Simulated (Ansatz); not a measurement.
# I₂: vertical ionisation energy

Aim: the vertical ionisation energy of I₂, as cation minus neutral at the neutral's geometry, on several levels, and how well −ε(HOMO) stands in for it.

Computed with Ansatz 0.2.0, Gaussian basis. Level: unrestricted cation, the program's frozen cores in correlated methods.

Levels to be run: UKS PBE-D4/def2-TZVPP; UKS r2SCAN-D4/def2-TZVPP; UKS PBE0-D4/def2-TZVPP; UKS B3LYP-D4/def2-TZVPP; UKS wB97X-V/def2-TZVPP; UKS wB97M-V/def2-TZVPP; UKS B2PLYP/def2-TZVPP; UHF-CCSD(T)/def2-TZVPP; UHF-MP2/def2-QZVPP; extrapolation to the limit; then −ε(HOMO) from the neutral's earlier runs with LDA (SPW92), PBE-D4, revPBE-D4, BLYP-D4, r2SCAN-D4, B97M-V, PBE0-D4, B3LYP-D4, r2SCANh-D4, r2SCAN0-D4, HSE06-D4, BHLYP-D4, CAM-B3LYP-D4, LC-ωPBE, ωB97X-V, ωB97M-V.

## Step 1: The geometry

All runs share one geometry, relaxed beforehand with PBE0-D4 in a triple-zeta def2 set. I takes the def2 core potential; no spin-orbit term is included.

SMILES `II`, 2 atoms, charge 0, spin multiplicity 1.

Atoms are counted from 1 here; the program's logs count them from 0.

Bond lengths: I1–I2 2.656 Å.

As a file:

```mol
I2
  3D, bonds by distance, orders not assigned

  2  1  0  0  0  0  0  0  0  0999 V2000
   -0.0000   -0.0000    0.0047 I   0  0
    0.0000    0.0000    2.6603 I   0  0
  1  2  8  0
M  END
```

## Step 2: Cation, UKS PBE-D4/def2-TZVPP

The input, in.yaml:

```yaml
crystal:
  periodic: [false, false, false]
  atoms:
    - {symbol: I, position_ang: [-0.000000, -0.000000, 0.004716]}
    - {symbol: I, position_ang: [0.000000, 0.000000, 2.660294]}
basis:
  gaussian: {orbitals: def2-TZVPP}
total_charge: 1
magnetization: {spin_polarized: true, initial_magnetization: 1}
hamiltonian: {xc: pbe, dispersion: d4}
```

Run with:

```sh
$ ansatz run in.yaml --threads 4 --pin off --events-out ev --progress --plain --max-ram 10444MiB
```

After this run come: Cation, UKS r2SCAN-D4/def2-TZVPP; Cation, UKS PBE0-D4/def2-TZVPP; Cation, UKS B3LYP-D4/def2-TZVPP; Cation, UKS wB97X-V/def2-TZVPP; Cation, UKS wB97M-V/def2-TZVPP; Cation, UKS B2PLYP (frozen core)/def2-TZVPP; Cation, UHF-CCSD(T)/def2-TZVPP; Cation, UHF-MP2/def2-QZVPP.

Q: Predict the results of all the runs planned. Wanted: ionisation energy, CCSD(T)/CBS; nearest functional by difference; nearest −ε(HOMO); −ε(HOMO) of PBE; T1 of the cation.

As calculated:

| quantity | value |
| --- | --- |
| ionisation energy, CCSD(T)/CBS | 9.73 eV |
| nearest functional by difference | ωB97X-V (-0.05 eV) |
| nearest −ε(HOMO) | LC-ωPBE (+0.16 eV) |
| −ε(HOMO) of PBE | 6.22 eV |
| T1 of the cation | 0.037 |

**Reading.** Energy differences with functionals land within 0.50 eV of the reference. The PBE orbital energy is 3.5 eV too small: a semilocal HOMO is no ionisation energy. Among orbital estimates LC-ωPBE comes nearest. Hartree-Fock falls 0.63 eV short, as the neutral has more correlation energy than the cation. The cation's T1 (from the report) is 0.037, near the customary mark of 0.045 for open shells, so the coupled-cluster value is less safe. The cation may have settled in a state other than its lowest; no search over hole states beyond the program's own was made. Correlated methods include outer-core shells of I, which these sets cover unevenly. With outer-core shells in play the reference is unsure by up to some tenths of an eV, so close misses can't be ranked.
